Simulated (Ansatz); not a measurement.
**GaH8NO2Si2: small, medium and large basis sets**

Aim: see how fast density functionals converge with the basis set for GaH8NO2Si2.

The runs use Ansatz 0.2.0, Gaussian basis; one geometry, several basis sets.

The runs, in order: PBE0-D4/def2-SVP; ωB97M-V/def2-SVP; PBE0-D4/def2-QZVPP; ωB97M-V/def2-QZVPP; the functionals' def2-TZVPP values are taken from earlier runs.

### 1 Structure used throughout

An earlier PBE0-D4 in a triple-zeta def2 set relaxation fixed the geometry.

SMILES `[NH2][Ga]([O][SiH3])[O][SiH3]`, 14 atoms, charge 0, spin multiplicity 1.

Atoms are counted from 1 here; the program's logs count them from 0.

Bond lengths: N1–Ga2 1.794 Å, N1–H7 1.005 Å, N1–H8 1.005 Å, Ga2–O3 1.771 Å, Ga2–O5 1.771 Å, O3–Si4 1.631 Å, Si4–H9 1.488 Å, Si4–H10 1.491 Å, Si4–H11 1.486 Å, O5–Si6 1.631 Å, Si6–H12 1.486 Å, Si6–H13 1.488 Å, Si6–H14 1.491 Å. Angles: Ga2–N1–H7 121.3°, Ga2–N1–H8 121.3°, H7–N1–H8 112.6°, N1–Ga2–O3 120.4°, N1–Ga2–O5 120.4°, O3–Ga2–O5 119.1°, Ga2–O3–Si4 139.5°, O3–Si4–H9 110.8°, O3–Si4–H10 111.2°, O3–Si4–H11 108.8°, H9–Si4–H10 108.3°, H9–Si4–H11 109.0°, H10–Si4–H11 108.7°, Ga2–O5–Si6 139.5°, O5–Si6–H12 108.8°, O5–Si6–H13 110.8°, O5–Si6–H14 111.2°, H12–Si6–H13 108.9° and more.

### 2 PBE0-D4 in def2-SVP

The input, in.yaml:

```yaml
crystal:
  periodic: [false, false, false]
  atoms:
    - {symbol: N, position_ang: [-0.860220, -2.087397, 2.067782]}
    - {symbol: Ga, position_ang: [-0.324743, -0.865355, 0.868460]}
    - {symbol: O, position_ang: [0.266888, -1.369764, -0.722889]}
    - {symbol: Si, position_ang: [0.859395, -0.709736, -2.091756]}
    - {symbol: O, position_ang: [-0.459402, 0.863546, 1.228187]}
    - {symbol: Si, position_ang: [-0.280053, 2.303473, 0.483276]}
    - {symbol: H, position_ang: [-0.631007, -3.060158, 1.959628]}
    - {symbol: H, position_ang: [-1.038324, -1.836070, 3.024660]}
    - {symbol: H, position_ang: [-0.242971, -0.326001, -3.014666]}
    - {symbol: H, position_ang: [1.667785, 0.507622, -1.797069]}
    - {symbol: H, position_ang: [1.728901, -1.707953, -2.767203]}
    - {symbol: H, position_ang: [-1.137358, 3.306393, 1.167186]}
    - {symbol: H, position_ang: [1.135839, 2.757730, 0.543558]}
    - {symbol: H, position_ang: [-0.684729, 2.223680, -0.949153]}
basis:
  gaussian: {orbitals: def2-SVP}
hamiltonian: {xc: pbe0, dispersion: d4}
output: {orbitals: {seedname: orbitals}}
```

On the command line:

```console
$ ansatz run in.yaml --threads 8 --pin off --events-out ev --progress --plain --max-ram 18278MiB
```

Further steps of the session: ωB97M-V in def2-SVP; PBE0-D4 in def2-QZVPP; ωB97M-V in def2-QZVPP.

**Question.** What will the summary of the whole plan be? Wanted: PBE0-D4: double and triple zeta above quadruple; ωB97M-V: double and triple zeta above quadruple.

The runs gave:

| quantity | value |
| --- | --- |
| PBE0-D4: double and triple zeta above quadruple | 21.62, 2.11 eV |
| ωB97M-V: double and triple zeta above quadruple | 21.69, 1.99 eV |

**Reading.** For PBE0-D4 the step from double to triple zeta gains 19.51 eV and the next only 2.11 eV. These are total energies; as a rule much of such shifts cancels in differences, which this series doesn't test. The LUMO of ωB97M-V is positive and keeps falling with the basis (1.14 to 0.46 eV): an unbound level that the basis holds in place.
